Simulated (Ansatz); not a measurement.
# CH6Sn: the cost of one run

The runs use Ansatz 0.2.0, Gaussian basis; PBE0-D4/def2-TZVP structures, single points in def2-TZVPP, no counterpoise correction.

Levels: SPW92, PBE-D4, BLYP-D4, r2SCAN-D4, B97M-V, PBE0-D4, B3LYP-D4, r2SCAN0-D4, BHLYP-D4, CAM-B3LYP-D4, wB97X-V, wB97M-V, B2PLYP, PBE-QIDH, RPA on PBE, Hartree-Fock, MP2, CCSD, CCSD(T).

Correlated methods freeze the cores. Filled d shells of the heavier atoms are correlated. Core potentials replace the inner electrons past krypton, and spin-orbit coupling is left out. B3LYP uses VWN-RPA correlation. B2PLYP carries no dispersion term here.

88 further runs of the same task are left out: 88 set aside as unsound or not needed.

### Step 1. Starting geometry

The complex: 10 atoms, charge 0, spin multiplicity 1.

Atoms are counted from 1 here; the program's logs count them from 0.

Bond lengths: Sn1–H3 1.706 Å, Sn1–H4 1.707 Å, Sn1–H5 1.723 Å, Sn1–C7 2.135 Å, Cl2–H6 1.289 Å, C7–H8 1.090 Å, C7–H9 1.090 Å, C7–H10 1.090 Å. Angles: H3–Sn1–H4 109.8°, H3–Sn1–H5 107.4°, H3–Sn1–C7 111.5°, H4–Sn1–H5 107.5°, H4–Sn1–C7 111.5°, H5–Sn1–C7 109.0°, Sn1–C7–H8 109.9°, Sn1–C7–H9 109.8°, Sn1–C7–H10 109.8°, H8–C7–H9 109.2°, H8–C7–H10 109.2°, H9–C7–H10 108.8°.

Coordinates:

| atom | x (Å) | y (Å) | z (Å) |
| --- | --- | --- | --- |
| Sn1 | -0.9790 | -0.0402 | -0.7462 |
| Cl2 | 2.9425 | 1.3541 | -0.1080 |
| H3 | -1.3305 | -1.3690 | -1.7577 |
| H4 | -2.3785 | 0.9138 | -0.5376 |
| H5 | 0.1911 | 0.9295 | -1.5581 |
| H6 | 1.8473 | 1.2375 | -0.7774 |
| C7 | -0.1783 | -0.6747 | 1.1280 |
| H8 | -0.9077 | -1.2918 | 1.6525 |
| H9 | 0.0630 | 0.1942 | 1.7397 |
| H10 | 0.7305 | -1.2532 | 0.9647 |

Its parts: CH6Sn holds atoms 1, 3, 4, 5, 7, 8, 9, 10; HCl holds atoms 2, 6. Each part counts its atoms afresh in its own runs.

### Step 2. Relaxing CH6Sn alone

The input, relax-a/in.yaml:

```yaml
crystal:
  periodic: [false, false, false]
  atoms:
    - {symbol: Sn, position_ang: [-0.979044, -0.040243, -0.746231]}
    - {symbol: H, position_ang: [-1.330474, -1.368952, -1.757717]}
    - {symbol: H, position_ang: [-2.378506, 0.913809, -0.537624]}
    - {symbol: H, position_ang: [0.191127, 0.929498, -1.558088]}
    - {symbol: C, position_ang: [-0.178327, -0.674686, 1.128031]}
    - {symbol: H, position_ang: [-0.907719, -1.291776, 1.652501]}
    - {symbol: H, position_ang: [0.062962, 0.194189, 1.739681]}
    - {symbol: H, position_ang: [0.730451, -1.253231, 0.964670]}
basis:
  gaussian: {orbitals: def2-TZVP}
hamiltonian: {xc: pbe0, dispersion: d4}
relax: {f_tol: 0.005, max_steps: 200}
```

The run is started by

```bash
> ansatz run in.yaml --threads 4 --pin off --events-out ev --progress --plain --max-ram 9574MiB
```

**Question.** How long does this run take on 4 threads of Arm Neoverse V1, shared host?

About 5.5 s.
